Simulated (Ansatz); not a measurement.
# TiSbSe4: what a guessed cell relaxes into, part 2 of 2

Aim: relax a trial structure of TiSbSe4 and see where it ends.

Ansatz 0.2.0; DFT PBE, scalar-relativistic, plane waves, PAW. The steps go on from the part before.

**4. Full relaxation**

The end of the coarse run is made exact in the group found at a tolerance of 0.06 Å and reduced to its primitive cell.

The input, input.yaml:

```yaml
crystal:
  lattice:
    - [0.0, 4.0547381168, 4.0547381168]
    - [4.0547381168, 0.0, 4.0547381168]
    - [4.0547381168, 4.0547381168, 0.0]
  atoms:
    - { symbol: Ti, position: [0.25, 0.25, 0.25], spin: 1.56 }
    - { symbol: Sb, position: [0.0, 0.0, 0.0] }
    - { symbol: Se, position: [0.6239195973, 0.6239195973, 0.6239195973] }
    - { symbol: Se, position: [0.6239195973, 0.6239195973, 0.128241208] }
    - { symbol: Se, position: [0.128241208, 0.6239195973, 0.6239195973] }
    - { symbol: Se, position: [0.6239195973, 0.128241208, 0.6239195973] }
basis:
  ecutwfc: 420
kpoints:
  mp_grid: { grid: [8, 8, 8] }
hamiltonian:
  xc: pbe
scf:
  occupations: { method: gaussian, width: 0.1 }
output:
  forces: true
  stress: true
  eigenvalues: true
  populations: true
magnetization:
  spin_polarized: true
relax:
  adjacent_minimum: "off"
  f_tol: 0.01
  max_steps: 80
  cell: { stress_tol: 0.05 }
```

Started as:

```console
$ ansatz run input.yaml --threads 1 --pin off --max-ram 2560MiB --backend cpu --events-out ev --progress --plain --runs-dir out
```

Output:

```text
Warning: RAYON_NUM_THREADS=1 ignored (pool sized by the plan → 1); use --threads N
Engine: ansatz 0.2.0, x86_64-unknown-linux-gnu
Pseudopotentials: kind: paw
Pseudopotential: Ti, paw, valence charge 12, recommended cutoff 420 eV (normal), Ti.paw.azcp
Pseudopotential: Sb, paw, valence charge 15, recommended cutoff 420 eV (normal), Sb.paw.azcp
Pseudopotential: Se, paw, valence charge 16, recommended cutoff 420 eV (normal), Se.paw.azcp
Functional definition: PBE
  parameter kappa = 0.804
  parameter beta = 0.06672455060314922
  exchange = pbe_x(kappa = kappa, mu = beta*pi^2/3)
  correlation = pbe_c(beta = beta)
Crystal: 6 atoms, lattice volume = 133.327 Å³
Basis set: ecut = 420 eV, 2637 PW (Γ), exchange–correlation on 80×80×80 points (8 copies of the dense FFT grid, shifted against one another)
Bands: 56, of which v1, the nominal top of the filled ones, is band 46 counted from 1 (45 counted from 0)
Symmetry: 24 space group operations
Space group: F-43m (ITA 216), of the structure as read, at distance tolerance 5.1e-5 Å
Magnetic group: BNS 216.74 (UNI 1576), of the structure as read, at distance tolerance 5.1e-5 Å
k-points: 29 of 512 (time reversal used)
Non-local potential: Ti, projectors of the file, l = 0: 3, l = 1: 2, l = 2: 3, l = 3: 1
Non-local potential: Sb, projectors of the file, l = 0: 2, l = 1: 2, l = 2: 2, l = 3: 2
Non-local potential: Se, projectors of the file, l = 0: 2, l = 1: 2, l = 2: 3, l = 3: 1
PAW form: soft (Blöchl's): semilocal exchange-correlation on the pseudo side does not see the compensation charge
PAW one-centre angular grid: Ti, 590 points (default); XC on 64 Gauss nodes
PAW one-centre angular grid: Sb, 590 points (default); XC on 64 Gauss nodes
PAW one-centre angular grid: Se, 590 points (default); XC on 64 Gauss nodes
Initial density: superposition of atomic densities (chi_scale 0.1, normalization cell, long waves kept (reshape's long-wave potential 0.00 eV rms))
Starting moments: Σ|m| = 1.56 μB on 1 of 6 sites
Initial wavefunctions: pseudopotential atomic-orbital guess
Functional: x = pbe(κ = 0.804, μ = 0.2195149727645171), c = pbe(β = 0.06672455060314922)
SCF iter   1: F=—  HF=-30857.522743 eV  |F-HF|=—  |Δ(HF+E_count)|=         —  Δρ=3.94e-2 (↑3.94e-2 ↓2.53e-2)  dr2=1.26e1  dr2_m=7.81e-2  M=1.852 μB ∫|m|=1.961 μB  β_m=0.30  ethr=3.10e-3  ⟨swp⟩=7.4  Hψ=12505  notcnv=0  defer=1
Mixer restart at iter 1: flushing history
preconditioner: auto → Kerker (q_TF=auto, 2.560 Å⁻¹)  [metal: Δε(μ)=0.012 eV  Ē_g=7.398 eV  σ=0.100 eV  W_gap=0.07  n_scr=26 (ndim 8)  ℏωp=18.5 eV  f_vac=0.000  D(μ)=8.44/eV (n_scr^D=88)]
spin=Collinear: Kerker preconditioning applied to the charge; magnetization (m = ρ↑ − ρ↓) channel mixes plain (no charge-response kernel on spin).
SCF iter   2: F=—  HF=-30857.668863 eV  |F-HF|=—  |Δ(HF+E_count)|=   1.46e-1  Δρ=2.08e-2 (↑2.08e-2 ↓1.48e-2)  dr2=4.86e0  dr2_m=1.73e-2  M=1.820 μB ∫|m|=1.985 μB  β_m=0.47  ethr=3.10e-3  ⟨swp⟩=2.8  Hψ=5960  notcnv=0  defer=72
SCF iter   3: F=—  HF=-30857.014844 eV  |F-HF|=—  |Δ(HF+E_count)|=   6.54e-1  Δρ=7.33e-3 (↑7.33e-3 ↓5.20e-3)  dr2=3.61e-1  dr2_m=5.91e-3  M=1.749 μB ∫|m|=2.017 μB  β_m=0.69  ethr=3.10e-3  ⟨swp⟩=3.0  Hψ=4561  notcnv=0  defer=72
SCF iter   4: F=—  HF=-30857.017740 eV  |F-HF|=—  |Δ(HF+E_count)|=   2.90e-3  Δρ=7.57e-3 (↑7.57e-3 ↓2.25e-3)  dr2=1.86e-1  dr2_m=1.06e-2  M=1.600 μB ∫|m|=1.908 μB  β_m=0.84  ethr=3.97e-4  ⟨swp⟩=2.1  Hψ=5585  notcnv=0  defer=87
SCF iter   5: F=—  HF=-30857.073241 eV  |F-HF|=—  |Δ(HF+E_count)|=         —  Δρ=1.72e-3 (↑1.72e-3 ↓1.27e-3)  dr2=4.57e-3  dr2_m=1.87e-3  M=1.541 μB ∫|m|=1.775 μB  β_m=0.84  ethr=2.04e-4  ⟨swp⟩=2.1  Hψ=5948  notcnv=0  defer=87
Mixer restart at iter 5: flushing history
SCF iter   6: F=—  HF=-30857.072682 eV  |F-HF|=—  |Δ(HF+E_count)|=   5.59e-4  Δρ=8.30e-4 (↑8.30e-4 ↓4.43e-4)  dr2=1.25e-3  dr2_m=2.27e-4  M=1.540 μB ∫|m|=1.763 μB  β_m=0.92  ethr=5.02e-6  ⟨swp⟩=2.0  Hψ=6085  notcnv=0  defer=87
SCF iter   7: F=—  HF=-30857.072940 eV  |F-HF|=—  |Δ(HF+E_count)|=   2.58e-4  Δρ=4.95e-4 (↑4.95e-4 ↓2.31e-4)  dr2=4.54e-4  dr2_m=7.72e-5  M=1.540 μB ∫|m|=1.754 μB  β_m=0.96  ethr=1.37e-6  ⟨swp⟩=2.0  Hψ=5826  notcnv=0  defer=87
SCF iter   8: F=—  HF=-30857.073009 eV  |F-HF|=—  |Δ(HF+E_count)|=   6.90e-5  Δρ=2.84e-4 (↑2.84e-4 ↓5.25e-5)  dr2=9.11e-5  dr2_m=2.49e-5  M=1.537 μB ∫|m|=1.743 μB  β_m=0.92  ethr=4.99e-7  ⟨swp⟩=2.0  Hψ=5890  notcnv=0  defer=87
SCF iter   9: F=—  HF=-30857.073072 eV  |F-HF|=—  |Δ(HF+E_count)|=   6.34e-5  Δρ=1.06e-4 (↑1.06e-4 ↓3.13e-5)  dr2=1.88e-5  dr2_m=3.17e-6  M=1.537 μB ∫|m|=1.740 μB  β_m=0.96  ethr=1.00e-7  ⟨swp⟩=2.0  Hψ=5910  notcnv=0  defer=87
SCF iter  10: F=—  HF=-30857.073078 eV  |F-HF|=—  |Δ(HF+E_count)|=   5.62e-6  Δρ=4.45e-5 (↑4.45e-5 ↓1.47e-5)  dr2=4.28e-6  dr2_m=5.33e-7  M=1.537 μB ∫|m|=1.739 μB  β_m=0.98  ethr=2.06e-8  ⟨swp⟩=2.0  Hψ=5887  notcnv=0  defer=87
SCF iter  11: F=—  HF=-30857.073079 eV  |F-HF|=—  |Δ(HF+E_count)|=   1.30e-6  Δρ=7.32e-5 (↑7.32e-5 ↓7.99e-6)  dr2=1.18e-5  dr2_m=1.73e-6  M=1.539 μB ∫|m|=1.741 μB  β_m=0.98  ethr=4.71e-9  ⟨swp⟩=2.0  Hψ=5910  notcnv=0  defer=87
SCF iter  12: F=—  HF=-30857.073080 eV  |F-HF|=—  |Δ(HF+E_count)|=   4.92e-7  Δρ=1.12e-5 (↑1.12e-5 ↓4.41e-6)  dr2=4.20e-7  dr2_m=2.63e-8  M=1.538 μB ∫|m|=1.740 μB  β_m=0.99  ethr=4.71e-9  ⟨swp⟩=2.0  Hψ=5909  notcnv=0  defer=87
SCF iter  13: F=—  HF=-30857.073080 eV  |F-HF|=—  |Δ(HF+E_count)|=   2.16e-8  Δρ=5.54e-6 (↑5.54e-6 ↓2.14e-6)  dr2=7.93e-8  dr2_m=1.13e-8  M=1.538 μB ∫|m|=1.740 μB  β_m=0.99  ethr=4.62e-10  ⟨swp⟩=2.0  Hψ=4587  notcnv=0  defer=87
SCF iter  14: F=—  HF=-30857.073080 eV  |F-HF|=—  |Δ(HF+E_count)|=   6.98e-9  Δρ=3.60e-6 (↑3.60e-6 ↓7.55e-7)  dr2=3.35e-8  dr2_m=4.01e-9  M=1.538 μB ∫|m|=1.740 μB  β_m=1.00  ethr=8.72e-11  ⟨swp⟩=2.0  Hψ=4073  notcnv=0  defer=87
SCF iter  15: F=—  HF=-30857.073080 eV  |F-HF|=—  |Δ(HF+E_count)|=  4.15e-10  Δρ=7.55e-7 (↑7.55e-7 ↓1.35e-7)  dr2=1.53e-9  dr2_m=1.85e-10  M=1.538 μB ∫|m|=1.740 μB  β_m=1.00  ethr=3.68e-11  ⟨swp⟩=1.9  Hψ=3397  notcnv=0  defer=87
SCF iter  16: F=-30857.073080 eV  HF=-30857.073080 eV  |F-HF|=2.67e-9  |Δ(HF+E_count)|=  8.00e-11  Δρ=8.68e-7 (↑8.68e-7 ↓1.60e-7)  dr2=2.89e-9  dr2_m=1.70e-10  M=1.538 μB ∫|m|=1.740 μB  ethr=1.68e-12  ⟨swp⟩=8.0  Hψ=10418  notcnv=0
SCF 1 converged in 16 iterations: F = -30857.073080 eV  dr2 = 2.89e-9
relax step   1: F+E_penalty+E_count = -30857.07307965 eV  Δ(F+E_penalty+E_count) = +0.000e0 eV  max|allowed force component| = 1.534e-2 eV/Å  Δτ_max = 0.0000 Å  P = -0.691 GPa  Ω = 133.327 Å³  (16 SCF iters, dr2 threshold 1.00e-7 eV, accepted)
[... 17 lines left out ...]
relax step   2: F+E_penalty+E_count = -30857.07637650 eV  Δ(F+E_penalty+E_count) = -3.297e-3 eV  max|allowed force component| = 4.087e-3 eV/Å  Δτ_max = 0.0019 Å  P = +0.223 GPa  Ω = 131.326 Å³  energy of the carried Pulay correction = +2.176e-4 eV  (9 SCF iters, dr2 threshold 6.00e-7 eV, accepted)
[... 16 lines left out ...]
relax step   3: F+E_penalty+E_count = -30857.07665624 eV  Δ(F+E_penalty+E_count) = -2.797e-4 eV  max|allowed force component| = 1.788e-4 eV/Å  Δτ_max = 0.0004 Å  P = -0.004 GPa  Ω = 131.808 Å³  energy of the carried Pulay correction = +1.648e-4 eV  (10 SCF iters, dr2 threshold 1.24e-7 eV, accepted)
[... 14 lines left out ...]
relax step   4: F+E_penalty+E_count = -30857.07648314 eV  Δ(F+E_penalty+E_count) = +1.731e-4 eV  max|allowed force component| = 1.752e-4 eV/Å  Δτ_max = 0.0000 Å  P = -0.003 GPa  Ω = 131.808 Å³  stress off target by 3.35e-3 GPa  SCF on the basis re-selected at this cell (its energy is not comparable with the rows above)  (9 SCF iters)
basis re-selected at this cell: Δ(F+E_penalty+E_count) = +1.731e-4 eV, ΔP = +0.001 GPa vs the last step (what re-selecting the basis moved, of the pressure what is left beyond the Pulay correction that the steps carried, after the strain that the cell walked since its last selection, with what the two solves' SCF thresholds leave and, on support functions, any second-order correction that the steps lacked; it is no measure of the basis error at this ecutwfc). This SCF's stress stands 3.35e-3 GPa from its target on what of the cell is left free (relax.cell.stress_tol is 5.00e-2 GPa) and its largest allowed force component is 1.75e-4 eV/Å (relax.f_tol is 1.00e-2 eV/Å): within both
SCF converged after 9 iterations
Magnetization: 1.5164 μB (46.2582 up, 44.7418 down)
Absolute magnetization: 1.7079 μB (∫|ρ↑−ρ↓|, with the PAW one-centre terms)
Spin contamination: 0.1798 ħ² per cell (⟨S²⟩ above its minimum at these occupations)
Per-site moments (μB) at R_I (Å): [(1.3739348797875142, 1.3803640460906073), (-0.03140033449481287, 1.3827562200296926), (0.0008679905318126977, 1.1669638854640598), (0.0008679905318129205, 1.1669638854640598), (0.0008679905318130107, 1.1669638854640598), (0.0008679905318132827, 1.1669638854640598)]
Free energy (F): -30857.076483 eV
Harris-Foulkes:  -30857.076483 eV  (|F-HF|=7.28e-12)
Internal energy: -30857.043335 eV  (E = F + TS)
E sigma→0 (E₀):  -30857.059909 eV
Entropy (-TS):   -0.033148 eV (-5.525 meV/atom)
Fermi energy:    11.337457 eV
--- Per-component energies (eV) ---
  E_band       = -1721.777715
  E_kinetic    = 944.064646
  E_local      = -11270.025713  (includes V_loc(G=0)·N_el)
  E_nonlocal   = -2003.041974
  E_hartree    = 5504.946740
  E_xc         = -649.450435
  E_vxc        = -606.530549  (∫ρ·V_xc dr)
  E_paw        = -13271.443066  (= ΣΔE_a)
  E_vpaw       = 203.864572  (= ΣTr[D̂ρ^β])
  E_aug_tail   = -0.002179  (compensation charges beyond the density's cutoff)
  E_ewald      = -10112.091354
  E_smearing   = -0.033148  (= −TS)
  E_closure    = 0.000000  (closes the sum)
  Σ components = -30857.076483   (vs F -30857.076483, Δ=0.00e0)
--- Forces (eV/Å), atoms counted from 1 ---
  atom   1  Ti    -0.00000000     0.00000000    -0.00000000
  atom   2  Sb    -0.00000000     0.00000000    -0.00000000
  atom   3  Se    -0.00017520    -0.00017520    -0.00017520
  atom   4  Se     0.00017520     0.00017520    -0.00017520
  atom   5  Se    -0.00017520     0.00017520     0.00017520
  atom   6  Se     0.00017520    -0.00017520     0.00017520
  max |Σ_I F_I| component: 8.12e-17 eV/Å
--- Stress (GPa, compression-positive) ---
       -0.003348       0.000000       0.000000
        0.000000      -0.003348       0.000000
        0.000000      -0.000000      -0.003348
  P = ⅓ Tr σ = -0.0033 GPa (-0.033 kbar)
--- Band table (eV; the first three rows and the last of 58) ---
  k-point 0 ↑: bands = ["-46.9567", "-37.3520", "-37.3358", "-37.3358", "-37.3358", "-37.3215", "-37.3215", "-37.3162", "-37.3162", "-37.3162", "-37.3002", "-37.3002", "-37.3002", "-37.2432", "-37.2432", "-37.2432", "-37.2411", "-37.2411", "-37.2372", "-37.2372", "-37.2372", "-23.2094", "-23.2094", "-23.2094", "-17.8323", "-17.8323", "-17.8323", "-17.8307", "-17.8307", "-4.8550", "-1.0687", "-1.0687", "-1.0687", "2.5510", "3.5757", "5.3544", "5.3544", "5.3544", "6.9240", "6.9240", "9.9776", "9.9776", "9.9776", "11.7184", "11.7184", "11.7184", "11.9836", "11.9836", "12.1839", "12.3823", "12.3823", "12.3823", "13.5176", "13.5176", "13.5176", "18.3183"]
[... 3 lines left out ...]
--- Relaxed structure (3 steps of the walk, 3 accepted, 1 SCFs on fresh bases) ---
  F+E_penalty+E_count = -30857.07648314 eV   max|allowed force component| = 1.752e-4 eV/Å   (the final SCF, on the basis selected at the relaxed cell)
  cell:  # Å, volume = 131.8083 Å³
    - [-5.0985566404161494e-33, 4.03928298352338, 4.03928298352338]
    - [4.03928298352338, -8.359594741469327e-33, 4.03928298352338]
    - [4.03928298352338, 4.03928298352338, -1.1617448235001946e-32]
  atoms:
    - { symbol: Ti, position: [0.25, 0.25, 0.25] }
    - { symbol: Sb, position: [2.297923868480603e-18, 2.304608653917135e-18, 2.3280054029449983e-18] }
    - { symbol: Se, position: [0.6238095639186876, 0.6238095639186876, 0.6238095639186876] }
    - { symbol: Se, position: [0.6238095639186876, 0.6238095639186876, 0.12857130824393725] }
    - { symbol: Se, position: [0.12857130824393725, 0.6238095639186876, 0.6238095639186876] }
    - { symbol: Se, position: [0.6238095639186876, 0.12857130824393725, 0.6238095639186876] }
--- Löwdin populations: 6 sites ---
  site symbol       q [e]    m [muB]
     0     Ti     11.2824     1.5493
     1     Sb     14.9994    -0.0584
     2     Se     16.0700    -0.0007
     3     Se     16.0700    -0.0007
     4     Se     16.0700    -0.0007
     5     Se     16.0700    -0.0007
  spilling = 0.004815 (of n_electrons = 91.000000)
```

It took 6.7 min on 1 thread of AMD EPYC (Zen 3), shared host; peak memory 0.66 GiB.

The steps of the relaxation:

| step | energy from step 1 (eV/cell) | largest force component (eV/Å) | pressure (GPa) | volume (Å³) |
| --- | --- | --- | --- | --- |
| 1 | 0.0000 | 0.0153 | -0.69 | 133.33 |
| 2 | -0.0033 | 0.0041 | 0.22 | 131.33 |
| 3 | -0.0036 | 0.0002 | 0.00 | 131.81 |
| 4 | -0.0034 | 0.0002 | 0.00 | 131.81 |

Step 1 is the start. Step 4 repeats the geometry before it on a plane-wave basis chosen anew for that cell, so its energy need not be comparable with the rows above.

Lengths and angles in the start's conventional setting:

|  | before | after | change |
| --- | --- | --- | --- |
| a (Å) | 8.109 | 8.079 | -0.4 % |
| b (Å) | 8.109 | 8.079 | -0.4 % |
| c (Å) | 8.109 | 8.079 | -0.4 % |
| volume (Å³/atom) | 22.22 | 21.97 | -1.1 % |
| shortest distance (Å) | 2.842 | 2.829 | -0.5 % |
| space group (0.01 Å) | F-43m | F-43m | same |

The run keeps the 24 symmetry operations of the start, so it could not have lowered the symmetry.

Per atom:

| atom | moment in the atom's sphere (μB) | Löwdin electrons |
| --- | --- | --- |
| Ti1 | 1.37 | 11.28 |
| Sb2 | -0.03 | 15.00 |
| Se3 | 0.00 | 16.07 |
| Se4 | 0.00 | 16.07 |
| Se5 | 0.00 | 16.07 |
| Se6 | 0.00 | 16.07 |

The Löwdin counts miss 0.44 of the 91 electrons, which the atomic orbitals do not span, so they are no charges.

**5. Summary of results**

The summary covers parts 1 to 2. Changes of volume or cell count from the first structure of part 1.

| quantity | value |
| --- | --- |
| symmetry at the end (tolerance 0.05 Å) | space group F-43m (No. 216) |
| conventional cell | a = 8.079 Å, b = 8.079 Å, c = 8.079 Å, α = 90.00°, β = 90.00°, γ = 90.00° |
| volume | 21.97 Å³/atom |
| energy over the elements | +0.57 eV/atom |
| gap on the mesh | none (metal) |
| total moment | 1.52 μB/cell |

In words: The space group F-43m (No. 216) is kept, and the volume per atom shrinks by 17.3 % from the first guess. With a positive formation energy it can't be a ground state. No finished test with a distortion of lower symmetry is shown, so the end may be a saddle point. The runs treat Sb without spin-orbit coupling. Other magnetic orders were not searched.
